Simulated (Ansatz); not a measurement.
**Relaxation of ZrGeO**

The start is ZrGeO, a structure type of another compound, with these elements put in. Where does it settle when we relax cell and atoms at 5 GPa, and what is it like there?

Method: DFT, r2SCAN, no spin polarisation, plane waves, PAW, in Ansatz 0.2.0.

### Step 1. Geometry

The structure is tetragonal, space group P4/nmm (No. 129). Conventional cell: a = 3.586 Å, b = 3.586 Å, c = 8.079 Å, α = 90.00°, β = 90.00°, γ = 90.00°. Zr (site symmetry 4mm) is surrounded by 5 O at 2.67 to 2.87 Å and 4 Ge at 2.82 Å. Around O (site symmetry 4mm) lie 5 Zr at 2.67 to 2.87 Å. Ge (site symmetry -4m2) is surrounded by 4 Ge at 2.54 Å and 4 Zr at 2.82 Å.

Coordinates:

```cif
data_structure
_symmetry_space_group_name_H-M 'P 1'
_symmetry_Int_Tables_number 1
_cell_length_a 3.5860
_cell_length_b 3.5860
_cell_length_c 8.0786
_cell_angle_alpha 90.000
_cell_angle_beta 90.000
_cell_angle_gamma 90.000
_cell_volume 103.88
loop_
_atom_site_label
_atom_site_type_symbol
_atom_site_fract_x
_atom_site_fract_y
_atom_site_fract_z
_atom_site_occupancy
Zr1 Zr 0.00000 0.50000 0.27000 1
Zr2 Zr 0.50000 0.00000 0.73000 1
O1 O 0.00000 0.50000 0.62500 1
O2 O 0.50000 0.00000 0.37500 1
Ge1 Ge 0.00000 0.00000 0.00000 1
Ge2 Ge 0.50000 0.50000 0.00000 1
```

It starts from an earlier solution of the starting cell (checkpoint.read).

### Step 2. The walk to rest

Contents of input.yaml:

```yaml
crystal:
  lattice:
    - [3.58597, 0.0, 0.0]
    - [0.0, 3.58597, 0.0]
    - [0.0, 0.0, 8.07862]
  atoms:
    - { symbol: Zr, position: [0.0, 0.5, 0.27] }
    - { symbol: Zr, position: [0.5, 0.0, 0.73] }
    - { symbol: O, position: [0.0, 0.5, 0.625] }
    - { symbol: O, position: [0.5, 0.0, 0.375] }
    - { symbol: Ge, position: [0.0, 0.0, 0.0] }
    - { symbol: Ge, position: [0.5, 0.5, 0.0] }
  symmetry: { tolerance: 0.0003 }
kpoints:
  mp_grid: { grid: [9, 9, 4], shift: [0, 0, 0] }
magnetization:
  spin_polarized: false
scf:
  occupations: { method: fermi_dirac, width: 0.098 }
  lower_state_search: "off"
hamiltonian:
  pseudopotentials: { kind: paw }
  xc: r2scan
basis:
  ecutwfc: 500
  fft_grid_basis: typed
relax:
  max_steps: 60
  cell: { p_target: 5.0 }
  f_tol: 0.03
output:
  forces: true
  stress: true
  eigenvalues: true
  bader: true
  populations: true
  elf: true
  write_potential: true
  volumetric_format: npy
  dos:
    e_range: [-12, 8]
    de: 0.05
    projected: { site_lists: { Ge: [Ge], O: [O], Zr: [Zr] } }
checkpoint:
  read: saved_state
```

Started as:

```console
ansatz run input.yaml --threads 2 --pin off --max-ram 3584MiB --backend cpu --events-out ev --progress --plain --runs-dir out
```

Output (excerpt; [...] marks lines left out):

```text
Warning: RAYON_NUM_THREADS=2 ignored (pool sized by the plan → 2); use --threads N
[...]
Pseudopotentials: kind: paw
Pseudopotential: Zr, paw, valence charge 12, recommended cutoff 500 eV (meta_gga), Zr.paw.azcp
Pseudopotential: O, paw, valence charge 6, recommended cutoff 500 eV (meta_gga), O.paw.azcp
Pseudopotential: Ge, paw, valence charge 14, recommended cutoff 500 eV (meta_gga), Ge.paw.azcp
Functional definition: r2SCAN
[...]
Crystal: 6 atoms, lattice volume = 103.884 Å³
Basis set: ecut = 500 eV, 2653 PW (Γ), exchange–correlation on 108×108×240 points (64 copies of the dense FFT grid, shifted against one another)
Bands: 39, of which v1, the nominal top of the filled ones, is band 32 counted from 1 (31 counted from 0)
Symmetry: 16 space group operations
Space group: P4/nmm (ITA 129), of the structure as read, at distance tolerance 1.4e-3 Å
k-points: 45 of 324
[...]
SCF iter   1: F=-18135.545055 eV  HF=-18135.531387 eV  |F-HF|=1.37e-2  |Δ(HF+E_count)|=         —  Δρ=1.26e-3  dr2=1.95e-3  dr2_τ=2.96e-3  ethr=2.75e-6  ⟨swp⟩=2.5  Hψ=10754  notcnv=0
[...]
relax step   1: F+E_penalty+E_count = -18135.54697655 eV  Δ(F+E_penalty+E_count) = +0.000e0 eV  max|allowed force component| = 3.192e0 eV/Å  Δτ_max = 0.0000 Å  P = -18.484 GPa  Ω = 103.884 Å³  (8 SCF iters, dr2 threshold 1.00e-7 eV, accepted)
[...]
relax step   3: F+E_penalty+E_count = -18138.33039032 eV  Δ(F+E_penalty+E_count) = -7.567e-1 eV  max|allowed force component| = 8.717e-1 eV/Å  Δτ_max = 0.1005 Å  P = +5.581 GPa  Ω = 81.022 Å³  energy of the carried Pulay correction = +1.091e-2 eV  (9 SCF iters, dr2 threshold 6.00e-7 eV, accepted)
[...]
relax step   4: F+E_penalty+E_count = -18138.27262114 eV  Δ(F+E_penalty+E_count) = +5.777e-2 eV  max|allowed force component| = 1.373e0 eV/Å  Δτ_max = 0.1112 Å  P = +14.834 GPa  Ω = 78.727 Å³  energy of the carried Pulay correction = +1.215e-2 eV  (8 SCF iters, dr2 threshold 6.00e-7 eV, accepted)
[...]
SCF iter   8: F=-18138.505509 eV  HF=-18138.505509 eV  |F-HF|=2.23e-7  |Δ(HF+E_count)|=   6.85e-7  Δρ=3.30e-5  dr2=7.21e-7  dr2_τ=5.63e-8  ethr=4.29e-9  ⟨swp⟩=2.0  Hψ=2832  notcnv=0
```

### Step 3. The log goes on

The log, continued:

```text
SCF iter   9: F=-18138.505509 eV  HF=-18138.505509 eV  |F-HF|=3.79e-9  |Δ(HF+E_count)|=   3.56e-8  Δρ=6.81e-6  dr2=3.14e-8  dr2_τ=2.97e-9  ethr=9.37e-10  ⟨swp⟩=9.5  Hψ=11600  notcnv=0
SCF 5 converged in 9 iterations: F = -18138.505509 eV  dr2 = 3.14e-8
relax step   5: F+E_penalty+E_count = -18138.50550883 eV  Δ(F+E_penalty+E_count) = -2.329e-1 eV  max|allowed force component| = 3.478e-1 eV/Å  Δτ_max = 0.0576 Å  P = +4.970 GPa  Ω = 81.570 Å³  energy of the carried Pulay correction = +1.061e-2 eV  (9 SCF iters, dr2 threshold 6.00e-7 eV, accepted)
Crystal: 6 atoms, lattice volume = 81.703 Å³
Basis set: ecut = 500 eV, 2091 PW (Γ), exchange–correlation on 108×108×240 points (64 copies of the dense FFT grid, shifted against one another)
iter 1 solved again at ethr=4.64e-6 eV; its pass at ethr=3.10e-3 eV (dr2=2.97e-3 eV) is discarded
SCF iter   1: F=-18138.524131 eV  HF=-18138.514250 eV  |F-HF|=9.88e-3  |Δ(HF+E_count)|=         —  Δρ=2.74e-3  dr2=2.95e-3  dr2_τ=6.23e-2  ethr=4.64e-6  ⟨swp⟩=1.7  Hψ=8542  notcnv=0
preconditioner: auto → Kerker (q_TF=auto, 2.619 Å⁻¹)  [metal: Δε(μ)=0.135 eV  Ē_g=20.276 eV  σ=0.098 eV  W_gap=0.32  n_scr=26 (ndim 8)  ℏωp=31.8 eV  f_vac=0.000  D(μ)=1.32/eV (n_scr^D=2)]
SCF iter   2: F=-18138.525458 eV  HF=-18138.525509 eV  |F-HF|=5.02e-5  |Δ(HF+E_count)|=   1.13e-2  Δρ=1.27e-3  dr2=7.64e-4  dr2_τ=7.77e-5  ethr=4.60e-6  ⟨swp⟩=2.0  Hψ=3388  notcnv=0
SCF iter   3: F=-18138.525590 eV  HF=-18138.525604 eV  |F-HF|=1.34e-5  |Δ(HF+E_count)|=   9.52e-5  Δρ=4.67e-4  dr2=1.51e-4  dr2_τ=1.86e-5  ethr=1.19e-6  ⟨swp⟩=2.3  Hψ=3016  notcnv=0
SCF iter   4: F=-18138.525634 eV  HF=-18138.525634 eV  |F-HF|=2.94e-7  |Δ(HF+E_count)|=   3.00e-5  Δρ=1.37e-4  dr2=1.74e-5  dr2_τ=1.54e-6  ethr=2.36e-7  ⟨swp⟩=2.0  Hψ=2377  notcnv=0
SCF iter   5: F=-18138.525641 eV  HF=-18138.525641 eV  |F-HF|=4.87e-7  |Δ(HF+E_count)|=   7.58e-6  Δρ=6.34e-5  dr2=3.16e-6  dr2_τ=1.75e-7  ethr=2.73e-8  ⟨swp⟩=2.0  Hψ=2379  notcnv=0
SCF iter   6: F=-18138.525642 eV  HF=-18138.525643 eV  |F-HF|=1.59e-7  |Δ(HF+E_count)|=   1.05e-6  Δρ=1.04e-5  dr2=2.28e-7  dr2_τ=4.84e-9  ethr=9.37e-10  ⟨swp⟩=10.5  Hψ=13339  notcnv=0
SCF 6 converged in 6 iterations: F = -18138.525642 eV  dr2 = 2.28e-7
relax step   6: F+E_penalty+E_count = -18138.52564238 eV  Δ(F+E_penalty+E_count) = -2.013e-2 eV  max|allowed force component| = 2.470e-2 eV/Å  Δτ_max = 0.0259 Å  P = +5.443 GPa  Ω = 81.703 Å³  energy of the carried Pulay correction = +1.054e-2 eV  (6 SCF iters, dr2 threshold 6.00e-7 eV, accepted)
Crystal: 6 atoms, lattice volume = 81.890 Å³
Basis set: ecut = 500 eV, 2099 PW (Γ), exchange–correlation on 108×108×240 points (64 copies of the dense FFT grid, shifted against one another)
iter 1 solved again at ethr=1.23e-7 eV; its pass at ethr=3.10e-3 eV (dr2=7.85e-5 eV) is discarded
SCF iter   1: F=-18138.531634 eV  HF=-18138.531437 eV  |F-HF|=1.97e-4  |Δ(HF+E_count)|=         —  Δρ=1.64e-4  dr2=7.54e-5  dr2_τ=2.36e-4  ethr=1.23e-7  ⟨swp⟩=2.0  Hψ=8099  notcnv=0
preconditioner: auto → Kerker (q_TF=auto, 2.618 Å⁻¹)  [metal: Δε(μ)=0.139 eV  Ē_g=20.254 eV  σ=0.098 eV  W_gap=0.33  n_scr=26 (ndim 8)  ℏωp=31.8 eV  f_vac=0.000  D(μ)=1.34/eV (n_scr^D=2)]
SCF iter   2: F=-18138.531673 eV  HF=-18138.531701 eV  |F-HF|=2.82e-5  |Δ(HF+E_count)|=   2.64e-4  Δρ=1.24e-4  dr2=3.75e-5  dr2_τ=1.00e-6  ethr=1.18e-7  ⟨swp⟩=2.0  Hψ=3194  notcnv=0
SCF iter   3: F=-18138.531682 eV  HF=-18138.531698 eV  |F-HF|=1.62e-5  |Δ(HF+E_count)|=   2.89e-6  Δρ=7.99e-5  dr2=1.87e-5  dr2_τ=8.76e-7  ethr=5.86e-8  ⟨swp⟩=2.0  Hψ=2180  notcnv=0
SCF iter   4: F=-18138.531694 eV  HF=-18138.531695 eV  |F-HF|=1.28e-6  |Δ(HF+E_count)|=   2.80e-6  Δρ=4.41e-5  dr2=1.91e-6  dr2_τ=1.06e-7  ethr=2.92e-8  ⟨swp⟩=2.0  Hψ=2112  notcnv=0
SCF iter   5: F=-18138.531695 eV  HF=-18138.531695 eV  |F-HF|=2.95e-9  |Δ(HF+E_count)|=   6.80e-8  Δρ=1.15e-5  dr2=1.31e-7  dr2_τ=4.42e-9  ethr=9.37e-10  ⟨swp⟩=10.2  Hψ=12280  notcnv=0
SCF 7 converged in 5 iterations: F = -18138.531695 eV  dr2 = 1.31e-7
relax step   7: F+E_penalty+E_count = -18138.53169531 eV  Δ(F+E_penalty+E_count) = -6.053e-3 eV  max|allowed force component| = 8.018e-3 eV/Å  Δτ_max = 0.0008 Å  P = +5.002 GPa  Ω = 81.890 Å³  energy of the carried Pulay correction = +1.044e-2 eV  (5 SCF iters, dr2 threshold 6.00e-7 eV, accepted)
Crystal: 6 atoms, lattice volume = 81.896 Å³
iter 1 solved again at ethr=9.60e-9 eV; its pass at ethr=3.10e-3 eV (dr2=6.15e-6 eV) is discarded
SCF iter   1: F=-18138.531906 eV  HF=-18138.531907 eV  |F-HF|=1.64e-6  |Δ(HF+E_count)|=         —  Δρ=7.48e-5  dr2=5.92e-6  dr2_τ=3.35e-5  ethr=9.60e-9  ⟨swp⟩=2.0  Hψ=8046  notcnv=0
preconditioner: auto → Kerker (q_TF=auto, 2.618 Å⁻¹)  [metal: Δε(μ)=0.137 eV  Ē_g=20.255 eV  σ=0.098 eV  W_gap=0.32  n_scr=26 (ndim 8)  ℏωp=31.8 eV  f_vac=0.000  D(μ)=1.33/eV (n_scr^D=2)]
SCF iter   2: F=-18138.531908 eV  HF=-18138.531910 eV  |F-HF|=1.73e-6  |Δ(HF+E_count)|=   2.31e-6  Δρ=3.67e-5  dr2=2.33e-6  dr2_τ=5.69e-8  ethr=9.25e-9  ⟨swp⟩=2.0  Hψ=2375  notcnv=0
SCF iter   3: F=-18138.531909 eV  HF=-18138.531909 eV  |F-HF|=2.25e-7  |Δ(HF+E_count)|=   2.03e-7  Δρ=1.66e-5  dr2=3.31e-7  dr2_τ=2.93e-8  ethr=3.64e-9  ⟨swp⟩=2.0  Hψ=1933  notcnv=0
SCF iter   4: F=-18138.531909 eV  HF=-18138.531909 eV  |F-HF|=4.20e-8  |Δ(HF+E_count)|=   3.56e-8  Δρ=5.67e-6  dr2=6.88e-8  dr2_τ=3.34e-9  ethr=5.17e-10  ⟨swp⟩=2.0  Hψ=2385  notcnv=0
SCF iter   5: F=-18138.531909 eV  HF=-18138.531909 eV  |F-HF|=4.51e-9  |Δ(HF+E_count)|=   2.36e-9  Δρ=3.06e-6  dr2=1.11e-8  dr2_τ=7.75e-10  ethr=1.79e-11  ⟨swp⟩=6.4  Hψ=10491  notcnv=0
SCF 8 converged in 5 iterations: F = -18138.531909 eV  dr2 = 1.11e-8
relax step   8: F+E_penalty+E_count = -18138.53190931 eV  Δ(F+E_penalty+E_count) = -2.140e-4 eV  max|allowed force component| = 1.696e-3 eV/Å  Δτ_max = 0.0007 Å  P = +5.007 GPa  Ω = 81.896 Å³  energy of the carried Pulay correction = +1.044e-2 eV  (5 SCF iters, dr2 threshold 1.15e-8 eV, accepted)
Basis set: ecut = 500 eV, 2099 PW (Γ), exchange–correlation on 100×100×216 points (64 copies of the dense FFT grid, shifted against one another)
Initial wavefunctions: pseudopotential atomic-orbital guess (no wavefunctions were taken with the density)
iter 1 solved again at ethr=8.02e-8 eV; its pass at ethr=3.10e-3 eV (dr2=5.13e-5 eV) is discarded
SCF iter   1: F=-18138.521627 eV  HF=-18138.521521 eV  |F-HF|=1.06e-4  |Δ(HF+E_count)|=         —  Δρ=6.50e-4  dr2=3.21e-5  dr2_τ=2.85e-4  ethr=8.02e-8  ⟨swp⟩=3.2  Hψ=12438  notcnv=0
preconditioner: auto → Kerker (q_TF=auto, 2.618 Å⁻¹)  [metal: Δε(μ)=0.138 eV  Ē_g=20.255 eV  σ=0.098 eV  W_gap=0.32  n_scr=26 (ndim 8)  ℏωp=31.8 eV  f_vac=0.000  D(μ)=1.34/eV (n_scr^D=2)]
SCF iter   2: F=-18138.521632 eV  HF=-18138.521610 eV  |F-HF|=2.14e-5  |Δ(HF+E_count)|=   8.94e-5  Δρ=3.51e-4  dr2=1.17e-5  dr2_τ=1.55e-5  ethr=5.02e-8  ⟨swp⟩=2.0  Hψ=2907  notcnv=0
SCF iter   3: F=-18138.521634 eV  HF=-18138.521634 eV  |F-HF|=3.76e-7  |Δ(HF+E_count)|=   2.42e-5  Δρ=6.40e-5  dr2=6.59e-7  dr2_τ=6.65e-7  ethr=1.83e-8  ⟨swp⟩=2.6  Hψ=3396  notcnv=0
SCF iter   4: F=-18138.521632 eV  HF=-18138.521632 eV  |F-HF|=4.06e-9  |Δ(HF+E_count)|=   2.29e-6  Δρ=8.68e-6  dr2=3.25e-8  dr2_τ=4.16e-9  ethr=1.03e-9  ⟨swp⟩=2.0  Hψ=2819  notcnv=0
SCF iter   5: F=-18138.521632 eV  HF=-18138.521632 eV  |F-HF|=1.38e-10  |Δ(HF+E_count)|=   1.40e-8  Δρ=1.64e-6  dr2=1.92e-9  dr2_τ=5.53e-10  ethr=5.09e-11  ⟨swp⟩=2.0  Hψ=3198  notcnv=0
SCF iter   6: F=-18138.521632 eV  HF=-18138.521632 eV  |F-HF|=2.33e-10  |Δ(HF+E_count)|=  9.71e-10  Δρ=5.61e-7  dr2=2.95e-10  dr2_τ=2.27e-11  ethr=3.00e-12  ⟨swp⟩=2.0  Hψ=2827  notcnv=0
SCF iter   7: F=-18138.521632 eV  HF=-18138.521632 eV  |F-HF|=7.28e-11  |Δ(HF+E_count)|=  1.82e-11  Δρ=4.11e-7  dr2=1.07e-10  dr2_τ=1.31e-11  ethr=1.00e-12  ⟨swp⟩=6.0  Hψ=7858  notcnv=0
SCF iter   8: F=-18138.521632 eV  HF=-18138.521632 eV  |F-HF|=1.09e-11  |Δ(HF+E_count)|=  1.09e-11  Δρ=7.43e-8  dr2=9.42e-12  dr2_τ=2.37e-13  ethr=1.00e-12  ⟨swp⟩=6.0  Hψ=7185  notcnv=0
SCF 9 converged in 8 iterations: F = -18138.521632 eV  dr2 = 9.42e-12
relax step   9: F+E_penalty+E_count = -18138.52163211 eV  Δ(F+E_penalty+E_count) = +1.028e-2 eV  max|allowed force component| = 2.661e-3 eV/Å  Δτ_max = 0.0000 Å  P = +4.998 GPa  Ω = 81.896 Å³  stress off target by 1.19e-2 GPa  SCF on the basis re-selected at this cell (its energy is not comparable with the rows above)  (8 SCF iters)
basis re-selected at this cell: Δ(F+E_penalty+E_count) = +1.028e-2 eV, ΔP = -0.008 GPa vs the last step (what re-selecting the basis moved, of the pressure what is left beyond the Pulay correction that the steps carried, after the strain that the cell walked since its last selection, with what the two solves' SCF thresholds leave and, on support functions, any second-order correction that the steps lacked; it is no measure of the basis error at this ecutwfc). The dense FFT grid was sized anew with the basis: this SCF ran on 25×25×54 points, the steps before it on 27×27×60, so part of this shift can come from that change (see relax.cell in the input reference). This SCF's stress stands 1.19e-2 GPa from its target on what of the cell is left free (relax.cell.stress_tol is 5.00e-2 GPa) and its largest allowed force component is 2.66e-3 eV/Å (relax.f_tol is 3.00e-2 eV/Å): within both
SCF converged after 8 iterations
Free energy (F): -18138.521632 eV
Harris-Foulkes:  -18138.521632 eV  (|F-HF|=1.09e-11)
Internal energy: -18138.479412 eV  (E = F + TS)
E sigma→0 (E₀):  -18138.500522 eV
Entropy (-TS):   -0.042220 eV (-7.037 meV/atom)
Fermi energy:    16.062203 eV
--- Per-component energies (eV) ---
  E_band       = -279.456793
  E_kinetic    = 1248.821371
  E_local      = -6065.342975  (includes V_loc(G=0)·N_el)
  E_nonlocal   = 1093.335181
  E_hartree    = 2531.273001
  E_xc         = -603.711762
  E_vxc        = -778.829609  (∫ρ·V_xc dr)
  E_paw        = -10329.154317  (= ΣΔE_a)
  E_vpaw       = -886.030179  (= ΣTr[D̂ρ^β])
  E_aug_tail   = 0.002081  (compensation charges beyond the density's cutoff)
  E_vtau       = 46.041272  (kinetic-family band-sum trace: ∫τ·v_τ [+ j·A + Jᵃ·Aᵃ] dr)
  E_ewald      = -6011.137095
  E_core_change = -2.564897  (= ΣΔE_core)
  E_smearing   = -0.042220  (= −TS)
  E_closure    = 0.000000  (closes the sum)
  Σ components = -18138.521632   (vs F -18138.521632, Δ=0.00e0)
--- Forces (eV/Å), atoms counted from 1 ---
  atom   1  Zr     0.00000000     0.00000000     0.00050524
  atom   2  Zr     0.00000000     0.00000000    -0.00050524
  atom   3  O      0.00000000     0.00000000     0.00266147
  atom   4  O      0.00000000     0.00000000    -0.00266147
  atom   5  Ge     0.00000000     0.00000000     0.00000000
  atom   6  Ge     0.00000000     0.00000000    -0.00000000
  max |Σ_I F_I| component: 0.00e0 eV/Å
--- Stress (GPa, compression-positive) ---
        5.003351      -0.000000       0.000000
       -0.000000       5.003351       0.000000
        0.000000       0.000000       4.988120
  P = ⅓ Tr σ = 4.9983 GPa (49.983 kbar)
--- Band table (eV; the first three rows and the last of 45) ---
  k-point 0: bands = ["-36.1580", "-36.1283", "-13.8519", "-13.4994", "-13.3426", "-13.3426", "-13.2835", "-13.2835", "-10.1931", "-9.9815", "-9.8149", "-9.7128", "-9.7128", "-9.4891", "-9.4891", "-9.4642", "-9.4370", "-9.2672", "-5.4258", "-5.0607", "1.1533", "8.6290", "8.9515", "9.7554", "9.7554", "11.2262", "11.2262", "12.3868", "12.7308", "12.7449", "12.7449", "13.6202", "16.5426", "16.5540", "16.8782", "17.3245", "17.3245", "17.9332", "18.3954"]
  k-point 1: bands = ["-36.1578", "-36.1285", "-13.8441", "-13.5085", "-13.3441", "-13.3441", "-13.2819", "-13.2819", "-10.1930", "-9.9819", "-9.8145", "-9.7130", "-9.7130", "-9.4890", "-9.4890", "-9.4642", "-9.4370", "-9.2672", "-5.4127", "-5.0609", "1.0875", "8.7052", "9.3528", "9.7592", "9.7592", "11.2164", "11.2164", "12.0081", "12.5090", "12.7597", "12.7597", "13.3585", "16.6770", "16.8725", "17.0392", "17.2624", "17.2624", "17.9411", "18.3855"]
  k-point 2: bands = ["-36.1577", "-36.1286", "-13.8359", "-13.5180", "-13.3455", "-13.3455", "-13.2805", "-13.2805", "-10.1930", "-9.9823", "-9.8142", "-9.7131", "-9.7131", "-9.4890", "-9.4890", "-9.4642", "-9.4370", "-9.2672", "-5.3996", "-5.0611", "1.0234", "8.7140", "9.7631", "9.7631", "10.5189", "10.6245", "11.2065", "11.2065", "12.7746", "12.7746", "12.7756", "12.9729", "16.8587", "17.1258", "17.2032", "17.2032", "17.2175", "17.9493", "18.3753"]
  k-point 44: bands = ["-36.0895", "-36.0886", "-13.6772", "-13.6545", "-13.6153", "-13.5703", "-13.5640", "-13.5355", "-9.9652", "-9.9424", "-9.7483", "-9.7420", "-9.6720", "-9.6561", "-9.4744", "-9.4674", "-9.4304", "-9.4145", "-5.1023", "-5.0935", "6.1537", "7.2007", "7.9546", "8.4402", "8.5305", "8.9771", "10.5849", "10.6933", "10.8123", "10.9040", "12.7900", "12.9545", "17.1562", "17.2290", "18.2819", "18.2901", "19.1157", "19.1316", "19.5573"]
--- Relaxed structure (8 steps of the walk, 8 accepted, 1 SCFs on fresh bases) ---
  F+E_penalty+E_count = -18138.52163211 eV   max|allowed force component| = 2.661e-3 eV/Å   (the final SCF, on the basis selected at the relaxed cell)
  cell:  # Å, volume = 81.8963 Å³
    - [3.364532944430264, -1.0697186942371601e-33, 0.0]
    - [-1.3635470051005862e-33, 3.364532944430264, 0.0]
    - [0.0, 0.0, 7.234602287921099]
  atoms:
    - { symbol: Zr, position: [-3.7804948867846847e-34, 0.5, 0.3133519636740889] }
    - { symbol: Zr, position: [0.5, 1.6923414032591475e-35, 0.6866480363259112] }
    - { symbol: O, position: [-3.763711335677983e-34, 0.5, 0.6089380042716973] }
    - { symbol: O, position: [0.5, 1.2496752428198733e-34, 0.3910619957283028] }
    - { symbol: Ge, position: [8.637234988286654e-34, 1.7552797199092787e-35, 5.726137965731134e-19] }
    - { symbol: Ge, position: [0.5, 0.5, 5.726137965731134e-19] }
--- Löwdin populations: 6 sites ---
  site symbol       q [e]
     0     Zr     11.0303
     1     Zr     11.0303
     2      O      6.7191
     3      O      6.7191
     4     Ge     14.1514
     5     Ge     14.1514
  spilling = 0.003099 (of n_electrons = 64.000000)
--- Bader charges: 6 sites ---
  site symbol  charge [e]  shift [e]
     0     Zr      1.9838     0.0004
     1     Zr      1.9838     0.0004
     2      O     -1.4036     0.0004
     3      O     -1.4036     0.0004
     4     Ge     -0.5803     0.0000
     5     Ge     -0.5803     0.0000
  estimated error of the sums over rays = 4.9e-4 e
```

It took 2.3 min on 2 threads of an Arm CPU, shared host; peak memory 0.69 GiB.

The steps of the relaxation:

```tsv
step	energy from step 1 (eV/cell)	largest force component (eV/Å)	pressure (GPa)	volume (Å³)
1	0.0000	3.1920	-18.48	103.88
2	-2.0268	1.0588	-12.67	92.16
3	-2.7834	0.8717	5.58	81.02
4	-2.7256	1.3735	14.83	78.73
5	-2.9585	0.3478	4.97	81.57
6	-2.9787	0.0247	5.44	81.70
7	-2.9847	0.0080	5.00	81.89
8	-2.9849	0.0017	5.01	81.90
9	-2.9747	0.0027	5.00	81.90
```

Step 1 is the start. Step 9 repeats the geometry before on a plane-wave basis chosen anew for that cell, so the energy can jump there without any move; the table keeps such jumps.

| input's cell | before | after | change |
| --- | --- | --- | --- |
| a (Å) | 3.586 | 3.365 | -6.2 % |
| b (Å) | 3.586 | 3.365 | -6.2 % |
| c (Å) | 8.079 | 7.235 | -10.4 % |
| volume (Å³/atom) | 17.31 | 13.65 | -21.2 % |

The largest move, 0.31 Å, apart from the change of the cell, is shared by several atoms, Zr1 among them.

With a target pressure of 5 GPa the walk minimises the enthalpy, not the energy.

### Step 4. States by energy

States per cell by energy window, from dos.tsv and pdos.tsv (tetrahedra; eV from the Fermi level):

```tsv
from	to	total	Ge p	O p	Zr d
-4.5	-4.0	0.61	0.32	0.12	0.09
-4.0	-3.5	0.86	0.46	0.18	0.15
-3.5	-3.0	1.30	0.71	0.21	0.29
-3.0	-2.5	1.36	0.65	0.12	0.51
-2.5	-2.0	1.12	0.41	0.07	0.59
-2.0	-1.5	0.57	0.22	0.03	0.29
-1.5	-1.0	0.39	0.13	0.02	0.21
-1.0	-0.5	0.46	0.12	0.03	0.28
-0.5	0.0	0.33	0.06	0.03	0.22
0.0	0.5	0.73	0.08	0.06	0.55
0.5	1.0	1.58	0.10	0.11	1.25
1.0	1.5	2.02	0.09	0.11	1.53
1.5	2.0	2.39	0.14	0.13	1.71
```

The bands computed are complete only to about 2.3 eV above the Fermi level.

### Step 5. Charges

By element, from the tables in the log (a charge is positive for electrons lost): Löwdin charges also hold the electrons that the projection spills.

```tsv
element	atoms	Bader charge (e)	Bader volume (Å³)	Löwdin charge (e)
Zr	2	+1.98	12.5	+0.97
O	2	-1.40	12.2	-0.72
Ge	2	-0.58	16.2	-0.15
```

Löwdin charges rest on a small set of atomic orbitals that misses 0.3 % of the electrons, so they need not add up to the cell's charge and can differ from Bader's even in sign.

(Part 1 of 2 ends here.)
